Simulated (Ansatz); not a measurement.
Born–Oppenheimer molecular dynamics of a periodic cell of 28 atoms, AlZn₂SbH₁₂O₁₂ (host AlZn2SbH12O12, host structure P-3). It goes on from the last frame of an earlier run, with new velocities.

Level of theory: Ansatz, DFT PBEsol, scalar-relativistic, plane waves, PAW. Settings: accuracy low, cutoff 420 eV, k mesh 2x2x1, fermi-dirac smearing 0.05 eV, no spin polarisation.

* ensemble: NVT, Nosé–Hoover chain
* time step: 0.75 fs
* steps asked: 150
* set temperature: 2400 K
* starting velocities: zero
* thermostat: time constant 100 fs, chain length 1
* seed: 440065

Frames 3.75 fs apart, positions in Å, forces in eV/Å.

Velocities at 30.0 fs (Å/ps):

```
Al -5.38 -6.04 -6.81
Zn 1.61 -0.55 0.43
Zn 2.35 3.80 -2.61
Sb -0.96 -1.99 -3.25
H 67.12 -34.74 -29.02
H 19.72 4.17 -23.63
H -13.88 4.10 7.29
H 13.95 -6.89 -17.46
H 14.87 1.71 13.30
H 10.87 10.53 7.86
H 6.82 -7.45 28.46
H -2.82 -20.80 -11.74
H 0.04 -1.73 21.98
H 30.08 2.85 4.60
H 18.65 -10.80 20.32
H -6.77 3.94 -19.93
O 8.97 3.18 8.12
O -14.74 -2.03 -5.37
O -11.66 -14.29 18.44
O 5.73 2.51 -4.37
O -0.54 13.45 18.08
O -0.49 -0.33 -7.22
O -5.62 5.45 10.42
O 1.76 -3.49 -1.95
O -3.19 -1.48 1.30
O -0.56 2.62 -0.78
O 1.18 2.30 -2.13
O 9.34 7.67 10.47
```

```xyz
28
Lattice="5.5641 0.0000 0.0000 -2.7820 4.8186 0.0000 0.0000 0.0000 10.0993" Properties=species:S:1:pos:R:3:forces:R:3 time_fs=30.0 energy_less_start_eV=-2.632 T=819
Al 0.033 -0.164 -0.262 -0.73 0.35 3.15
Zn 2.735 1.516 9.426 0.96 0.15 2.36
Zn -0.032 2.998 0.041 0.73 0.49 1.32
Sb -0.033 0.058 4.783 0.29 3.41 -0.31
H 0.708 4.369 5.748 -0.52 -0.19 0.19
H 1.902 0.360 3.549 0.03 1.12 -0.05
H 0.016 2.441 5.483 0.54 0.89 -0.24
H 2.350 2.673 3.974 1.16 1.25 -1.29
H -1.550 3.429 6.231 -0.24 -1.44 0.50
H 4.082 1.609 3.945 -0.66 -0.87 -0.89
H 1.762 3.228 8.066 0.14 0.41 0.34
H 0.921 1.145 1.676 0.07 0.50 -1.39
H -0.643 1.712 8.199 -0.49 -1.43 2.41
H 3.610 3.193 1.735 -0.32 0.36 -1.67
H -1.153 4.828 8.223 0.10 -0.57 -1.40
H 3.962 0.066 1.583 0.16 0.02 0.09
O 1.985 3.232 9.040 -0.71 -0.64 -3.39
O 0.882 1.258 0.652 0.12 1.39 4.11
O -0.859 1.349 9.219 0.03 2.49 -6.79
O 3.696 3.312 0.711 0.08 -1.06 2.80
O -1.125 4.812 9.186 1.71 -1.30 -4.14
O 4.023 -0.135 0.626 -1.95 -0.96 1.92
O 1.569 3.917 5.861 -1.84 -1.32 2.12
O 1.223 1.090 3.657 1.14 -0.46 -0.49
O -0.166 1.687 6.045 -0.72 -1.24 0.42
O 3.004 3.424 3.621 -1.04 -4.22 -1.10
O -1.386 4.222 5.741 3.78 0.39 2.15
O 4.113 0.630 3.681 -1.81 2.45 -0.73
28
Lattice="5.5641 0.0000 0.0000 -2.7820 4.8186 0.0000 0.0000 0.0000 10.0993" Properties=species:S:1:pos:R:3:forces:R:3 time_fs=33.8 energy_less_start_eV=-2.200 T=701
Al 0.011 -0.186 -0.280 -0.02 0.90 3.59
Zn 2.742 1.514 9.430 0.86 0.42 2.28
Zn -0.022 3.013 0.033 0.75 0.43 1.55
Sb -0.036 0.052 4.771 1.48 2.61 1.30
H 0.711 4.331 5.614 -0.67 -0.18 0.49
H 1.966 0.450 3.467 0.28 0.24 0.19
H -0.005 2.493 5.508 0.27 -0.65 0.59
H 2.442 2.694 3.845 -1.56 -1.69 0.23
H -1.503 3.391 6.280 0.05 0.74 -0.99
H 4.081 1.609 3.924 -0.53 0.93 -0.21
H 1.780 3.228 8.129 -0.30 0.39 -1.46
H 0.915 1.102 1.585 0.21 0.27 1.73
H -0.671 1.623 8.400 0.50 0.40 -2.46
H 3.694 3.225 1.662 -0.58 0.01 1.12
H -1.076 4.750 8.228 0.03 -0.32 0.52
H 3.945 0.087 1.545 0.13 0.03 0.57
O 2.016 3.241 9.060 -0.65 -1.26 -2.21
O 0.827 1.257 0.647 0.02 1.82 1.33
O -0.902 1.306 9.261 -0.59 1.43 -2.87
O 3.718 3.317 0.706 0.14 -0.76 0.15
O -1.120 4.856 9.234 1.57 -2.02 -6.43
O 4.012 -0.141 0.606 -2.24 -1.51 2.17
O 1.554 3.926 5.911 -1.18 -0.73 1.17
O 1.235 1.075 3.647 0.47 0.26 -0.53
O -0.180 1.678 6.051 -0.34 0.12 -0.56
O 3.000 3.418 3.612 1.53 -0.98 -2.44
O -1.366 4.229 5.744 2.92 -1.60 3.17
O 4.139 0.668 3.715 -2.57 0.72 -1.97
28
Lattice="5.5641 0.0000 0.0000 -2.7820 4.8186 0.0000 0.0000 0.0000 10.0993" Properties=species:S:1:pos:R:3:forces:R:3 time_fs=37.5 energy_less_start_eV=-2.473 T=792
Al -0.011 -0.203 -0.279 0.89 1.50 3.62
Zn 2.751 1.513 9.439 0.55 0.74 1.98
Zn -0.011 3.029 0.028 0.65 0.21 1.53
Sb -0.038 0.050 4.760 1.55 1.31 2.56
H 0.553 4.314 5.542 2.65 -1.31 1.94
H 2.069 0.577 3.408 0.15 -0.28 0.44
H 0.018 2.492 5.589 0.58 0.07 -0.08
H 2.399 2.587 3.711 0.05 1.14 -0.04
H -1.458 3.397 6.234 -0.27 -0.99 0.10
H 4.012 1.690 3.865 0.04 -0.21 -0.05
H 1.778 3.280 8.065 0.39 0.21 1.03
H 0.930 1.104 1.636 -0.17 0.58 -0.49
H -0.646 1.557 8.351 -0.38 -0.29 0.14
H 3.705 3.265 1.690 -0.46 0.07 -0.07
H -0.995 4.630 8.268 -0.04 0.03 0.20
H 3.947 0.107 1.561 0.12 -0.31 -0.48
O 2.041 3.239 9.056 -1.56 -1.33 -4.85
O 0.772 1.270 0.659 0.50 1.13 3.13
O -0.951 1.276 9.274 1.01 2.27 -5.56
O 3.741 3.315 0.704 -0.24 -0.71 1.31
O -1.101 4.883 9.230 0.61 -2.47 -5.41
O 3.983 -0.160 0.605 -2.04 -1.33 3.38
O 1.533 3.926 5.971 -3.50 0.99 -1.11
O 1.251 1.062 3.633 0.39 0.69 -0.69
O -0.199 1.667 6.053 -0.40 -0.85 0.02
O 3.004 3.398 3.585 -0.28 -2.96 -1.50
O -1.322 4.226 5.771 2.05 0.59 1.11
O 4.144 0.715 3.735 -2.85 1.51 -2.15
28
Lattice="5.5641 0.0000 0.0000 -2.7820 4.8186 0.0000 0.0000 0.0000 10.0993" Properties=species:S:1:pos:R:3:forces:R:3 time_fs=41.2 energy_less_start_eV=-3.562 T=1121
Al -0.028 -0.213 -0.260 1.25 1.65 3.17
Zn 2.761 1.514 9.452 -0.01 0.81 1.71
Zn 0.002 3.045 0.026 0.41 -0.07 1.46
Sb -0.038 0.048 4.752 1.77 0.67 2.53
H 0.672 4.152 5.692 -4.31 1.38 -1.20
H 2.180 0.672 3.410 -0.88 -0.20 0.85
H 0.117 2.485 5.672 0.50 -0.39 -0.01
H 2.328 2.573 3.584 0.34 1.46 0.22
H -1.442 3.316 6.170 0.01 0.32 -0.49
H 3.946 1.764 3.804 0.47 -0.59 0.23
H 1.813 3.359 8.082 -0.14 0.00 -0.93
H 0.928 1.174 1.668 -0.23 0.32 -0.48
H -0.646 1.486 8.232 -1.09 -0.54 2.15
H 3.656 3.310 1.733 -0.09 -0.03 -1.33
H -0.915 4.502 8.313 0.02 -0.05 -1.13
H 3.964 0.096 1.549 -0.07 0.05 0.90
O 2.054 3.226 9.016 -0.93 -0.64 -2.31
O 0.721 1.293 0.694 0.67 0.63 2.22
O -0.992 1.263 9.246 2.66 1.99 -6.95
O 3.762 3.307 0.712 -0.94 -0.39 2.34
O -1.078 4.891 9.183 -0.59 -2.10 -2.86
O 3.936 -0.190 0.631 -1.07 -1.37 1.51
O 1.488 3.933 6.025 4.46 -1.08 1.15
O 1.271 1.054 3.613 1.03 0.41 -0.93
O -0.220 1.650 6.055 -0.28 -0.60 0.02
O 3.007 3.356 3.543 -0.84 -2.26 -0.84
O -1.261 4.225 5.810 -0.01 -0.47 0.77
O 4.125 0.774 3.736 -2.12 1.09 -1.75
28
Lattice="5.5641 0.0000 0.0000 -2.7820 4.8186 0.0000 0.0000 0.0000 10.0993" Properties=species:S:1:pos:R:3:forces:R:3 time_fs=45.0 energy_less_start_eV=-4.784 T=1498
Al -0.040 -0.214 -0.226 1.05 1.28 2.19
Zn 2.771 1.516 9.469 -0.60 0.56 1.47
Zn 0.016 3.062 0.026 0.15 -0.25 1.17
Sb -0.036 0.048 4.747 0.92 0.83 1.76
H 0.453 4.098 5.785 1.61 0.38 0.59
H 2.211 0.732 3.517 0.68 -0.73 0.53
H 0.281 2.425 5.752 0.16 -1.09 0.29
H 2.260 2.711 3.481 -1.77 -1.11 0.20
H -1.423 3.256 6.057 0.46 0.73 -0.32
H 3.934 1.793 3.771 0.19 1.23 0.36
H 1.840 3.440 8.010 0.04 -0.36 -0.27
H 0.906 1.285 1.675 0.25 -0.14 1.41
H -0.759 1.360 8.302 1.12 0.71 -4.83
H 3.587 3.351 1.663 -0.20 -0.14 2.03
H -0.843 4.388 8.251 -0.54 1.06 0.47
H 3.970 0.077 1.614 -0.31 -0.36 -0.38
O 2.058 3.208 8.953 -0.83 0.53 -1.89
O 0.674 1.322 0.746 0.21 0.26 -0.65
O -1.013 1.266 9.165 1.14 0.01 1.15
O 3.775 3.296 0.736 -1.00 -0.09 -1.41
O -1.059 4.880 9.107 -0.72 -2.59 -3.03
O 3.880 -0.232 0.672 0.19 -0.23 2.05
O 1.464 3.935 6.083 -0.85 0.16 -1.21
O 1.298 1.050 3.585 -1.20 0.59 -0.25
O -0.244 1.628 6.057 0.28 0.12 -0.47
O 3.007 3.298 3.495 1.20 1.40 0.13
O -1.198 4.221 5.855 -1.00 -1.02 0.12
O 4.089 0.841 3.723 -0.62 -1.72 -1.23
28
Lattice="5.5641 0.0000 0.0000 -2.7820 4.8186 0.0000 0.0000 0.0000 10.0993" Properties=species:S:1:pos:R:3:forces:R:3 time_fs=48.8 energy_less_start_eV=-5.178 T=1641
Al -0.047 -0.210 -0.180 0.71 0.91 0.69
Zn 2.780 1.519 9.489 -0.89 0.27 1.05
Zn 0.030 3.077 0.030 -0.31 -0.63 0.46
Sb -0.033 0.048 4.743 -0.39 0.87 1.22
H 0.284 4.122 5.901 2.23 0.14 0.30
H 2.280 0.718 3.696 -0.86 0.33 -0.04
H 0.476 2.242 5.868 0.09 -0.09 0.34
H 2.062 2.776 3.407 1.99 0.40 0.26
H -1.351 3.260 5.903 0.31 -0.94 0.23
H 3.952 1.920 3.780 0.08 -1.07 -0.03
H 1.868 3.474 7.895 0.22 -0.64 0.92
H 0.898 1.378 1.794 -0.44 -0.48 -1.48
H -0.810 1.288 8.025 -0.43 0.11 2.27
H 3.511 3.368 1.748 0.68 -0.44 -1.15
H -0.829 4.383 8.205 -0.10 -0.12 -1.46
H 3.937 0.021 1.656 -0.33 -0.04 0.19
O 2.056 3.194 8.875 -0.77 1.40 -1.71
O 0.630 1.354 0.797 0.90 -0.14 1.49
O -1.019 1.270 9.075 2.86 -0.08 -4.41
O 3.780 3.285 0.756 -2.05 0.39 1.44
O -1.046 4.848 9.008 -1.18 -0.71 0.34
O 3.825 -0.276 0.730 1.17 0.40 0.78
O 1.444 3.936 6.134 -1.23 0.24 -1.55
O 1.318 1.050 3.554 0.25 -0.41 0.54
O -0.266 1.605 6.056 0.52 -0.24 -0.48
O 3.010 3.246 3.447 -2.37 0.34 0.63
O -1.142 4.211 5.901 -0.77 0.51 -0.64
O 4.046 0.897 3.699 0.11 -0.27 -0.23
28
Lattice="5.5641 0.0000 0.0000 -2.7820 4.8186 0.0000 0.0000 0.0000 10.0993" Properties=species:S:1:pos:R:3:forces:R:3 time_fs=52.5 energy_less_start_eV=-5.277 T=1698
Al -0.050 -0.200 -0.130 0.40 0.71 -0.62
Zn 2.788 1.523 9.511 -0.66 -0.04 0.33
Zn 0.043 3.092 0.034 -0.87 -0.85 -0.37
Sb -0.030 0.049 4.741 -0.32 0.68 0.73
H 0.412 4.163 6.056 0.70 0.15 -0.48
H 2.260 0.737 3.868 -0.70 0.53 -0.72
H 0.656 2.028 6.030 -1.72 -0.19 0.28
H 2.064 2.864 3.364 0.27 -0.71 0.08
H -1.224 3.197 5.778 0.74 1.00 0.56
H 3.980 1.944 3.789 -0.12 -0.34 -0.08
H 1.919 3.436 7.859 -0.24 0.19 -1.37
H 0.848 1.413 1.784 0.34 -0.43 1.16
H -0.887 1.239 7.927 0.05 0.13 1.55
H 3.509 3.332 1.741 0.33 -0.32 0.17
H -0.846 4.397 8.021 -0.61 0.66 0.29
H 3.861 -0.042 1.724 -0.24 0.15 0.43
O 2.048 3.190 8.784 -0.04 0.62 2.18
O 0.592 1.384 0.858 0.01 -0.67 -1.84
O -1.004 1.275 8.954 1.83 -0.47 -1.97
O 3.767 3.276 0.784 -1.69 0.43 -0.36
O -1.042 4.808 8.907 -0.43 -0.90 0.00
O 3.780 -0.317 0.794 1.84 1.05 -0.02
O 1.413 3.940 6.173 1.21 -0.14 -1.12
O 1.339 1.047 3.529 -0.26 -0.95 1.51
O -0.282 1.582 6.050 2.23 0.39 -0.45
O 2.997 3.198 3.404 -0.80 2.16 1.14
O -1.094 4.202 5.942 -2.30 -1.01 -1.37
O 4.005 0.950 3.673 1.05 -1.81 0.37
28
Lattice="5.5641 0.0000 0.0000 -2.7820 4.8186 0.0000 0.0000 0.0000 10.0993" Properties=species:S:1:pos:R:3:forces:R:3 time_fs=56.2 energy_less_start_eV=-4.305 T=1452
Al -0.051 -0.187 -0.083 0.17 0.55 -1.48
Zn 2.794 1.527 9.534 -0.31 -0.15 -0.51
Zn 0.055 3.105 0.037 -1.21 -0.99 -1.12
Sb -0.028 0.051 4.740 -0.62 0.09 0.36
H 0.519 4.265 6.149 -2.48 1.08 -0.63
H 2.179 0.814 3.967 1.53 -0.15 -0.01
H 0.649 1.798 6.232 -0.04 0.68 0.28
H 2.070 2.856 3.332 -0.92 -1.01 0.02
H -1.010 3.226 5.721 0.25 -0.09 0.39
H 3.997 1.942 3.793 -0.09 0.92 0.07
H 1.948 3.405 7.711 -0.12 0.02 0.74
H 0.826 1.388 1.867 -0.04 -0.33 -0.40
H -0.957 1.196 7.905 0.36 -0.31 -3.30
H 3.550 3.252 1.764 -0.07 -0.13 0.81
H -0.934 4.480 7.846 -0.53 0.40 0.77
H 3.753 -0.090 1.831 -0.04 -0.04 -0.87
O 2.038 3.193 8.705 -0.06 0.61 1.30
O 0.555 1.409 0.908 0.30 -1.08 -0.75
O -0.973 1.276 8.822 0.65 -0.15 4.52
O 3.741 3.271 0.808 -1.11 0.36 -1.55
O -1.042 4.761 8.807 -0.13 -0.30 0.75
O 3.749 -0.349 0.861 2.05 1.85 0.83
O 1.399 3.940 6.204 4.79 -1.15 -1.08
O 1.356 1.037 3.514 -2.59 -0.49 0.85
O -0.282 1.560 6.041 0.67 -0.30 -0.52
O 2.978 3.169 3.369 0.34 3.01 1.42
O -1.064 4.186 5.973 -2.40 0.56 -1.50
O 3.971 0.986 3.650 1.67 -3.48 0.62
```

Of the whole run (112 fs, mean temperature of the second half 1243 K): The conserved energy stayed within 1.9 meV per atom of its start (net change -0.85 meV per atom), so there is no drift, though single steps change it by up to 24 meV in the whole system, a sign of fast motions only just resolved. The mean temperature of the second half is 48 % below the set value. A run of 0.11 ps of so small a system gives no equilibrium averages. Limits of this set-up: coarse k mesh, low accuracy level.

Time of the run: 13 min on 1 thread of Arm Neoverse V1 (shared host), peak memory 0.63 GiB.
